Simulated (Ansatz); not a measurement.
This script drives the Python package of Ansatz (0.2.0).

`run_compress.py`
```python
"""Cell of SnO2 under pressure."""

import ansatz as az
import numpy as np
import pandas as pd

def edges_and_angles(cell):
    cell = np.asarray(cell)
    a, b, c = np.linalg.norm(cell, axis=1)
    cosines = cell[1] @ cell[2] / (b * c), cell[0] @ cell[2] / (a * c), cell[0] @ cell[1] / (a * b)
    return (a, b, c, *np.degrees(np.arccos(cosines)))

lattice = az.Lattice.of(
    (4.738, 0.0, 0.0),
    (0.0, 4.738, 0.0),
    (0.0, 0.0, 3.1865),
)
sites = [
    ("Sn", (0.0, 0.0, 0.0)),
    ("Sn", (0.5, 0.5, 0.5)),
    ("O", (0.3071, 0.3071, 0.0)),
    ("O", (0.1929, 0.8071, 0.5)),
    ("O", (0.6929, 0.6929, 0.0)),
    ("O", (0.8071, 0.1929, 0.5)),
]
sno2 = az.Crystal(lattice=lattice)
for symbol, position in sites:
    sno2 = sno2.atom(symbol, position)

base = (
    sno2.calculation()
    .functional("LDA")
    .kpoints(4, 4, 6, center="gamma")
    .occupations("fixed")  # no smearing
    .scf(tolerance=1e-09)
    .basis(19 * az.Ha)
)

# H = F + PV, with 1 GPa A^3 = 1/160.21766 eV
rows = []
for pressure in [0, 2, 4, 6, 8]:
    out = base.relax(cell=True, pressure=pressure, force_tolerance=0.01).run()
    cell = out.lattice.cell_ang
    n_atoms = len(out.lattice.sites)
    volume = abs(np.linalg.det(cell)) / n_atoms
    enthalpy = out.report["free_energy_ev"] / n_atoms + pressure * volume / 160.21766
    rows.append((pressure, volume, enthalpy, *edges_and_angles(cell)))
    print(f"{pressure} GPa done: {volume:.4f} A^3/atom")

table = pd.DataFrame(rows, columns=["P_GPa", "V_A3_atom", "H_eV_atom", "a", "b", "c", "alpha", "beta", "gamma"])
print(table.round(4).to_string(index=False))
p, v = np.array([row[0] for row in rows], float), np.array([row[1] for row in rows])
print("mean bulk modulus between rows (GPa):", np.round(-np.diff(p) / np.diff(np.log(v)), 1))
```

It is started by `python run_compress.py`. Estimate its wall time and peak memory on 1 thread of Arm Neoverse V1 (shared host).

It took about 96 s, with a peak of 0.47 GiB, for 5 runs of the engine.

`python run_compress.py` gives:
```text
DeckWarning: relax.cell: scf.convergence.dr2_threshold = 1e-9 eV is looser than the 6e-10 eV advised for a relaxation that steers and ends on the stress (1e-10 eV for each atom of the cell: 6). What [...]
0 GPa done: 11.8596 A^3/atom
2 GPa done: 11.7448 A^3/atom
4 GPa done: 11.6388 A^3/atom
6 GPa done: 11.5373 A^3/atom
8 GPa done: 11.4413 A^3/atom
 P_GPa  V_A3_atom  H_eV_atom      a      b      c  alpha  beta  gamma
     0    11.8596 -2330.0682 4.7228 4.7228 3.1903   90.0  90.0   90.0
     2    11.7448 -2329.9209 4.7043 4.7043 3.1842   90.0  90.0   90.0
     4    11.6388 -2329.7750 4.6864 4.6864 3.1796   90.0  90.0   90.0
     6    11.5373 -2329.6303 4.6695 4.6695 3.1748   90.0  90.0   90.0
     8    11.4413 -2329.4869 4.6535 4.6535 3.1701   90.0  90.0   90.0
mean bulk modulus between rows (GPa): [205.7 220.5 228.3 239.6]
```
(Warnings from the package without file and line, shortened.)

The volume falls from 11.86 Å³ an atom at 0 GPa to 11.44 at 8 GPa, by 3.5 %. Between 0 and 2 GPa, -V dP/dV is about 206 GPa, a mean over that step.

What to keep in mind:
- Absolute energies stand on the zero of these potentials, so only differences at equal settings mean something.
- At a fixed pressure a relaxation lowers the enthalpy F + PV, while F alone can rise.
- The starting cell is as deposited in a crystallographic database; the results hold for this polymorph, which needn't be the stable one.
- Symmetry holds the cell in this phase, whether or not it is the stable one at each pressure.
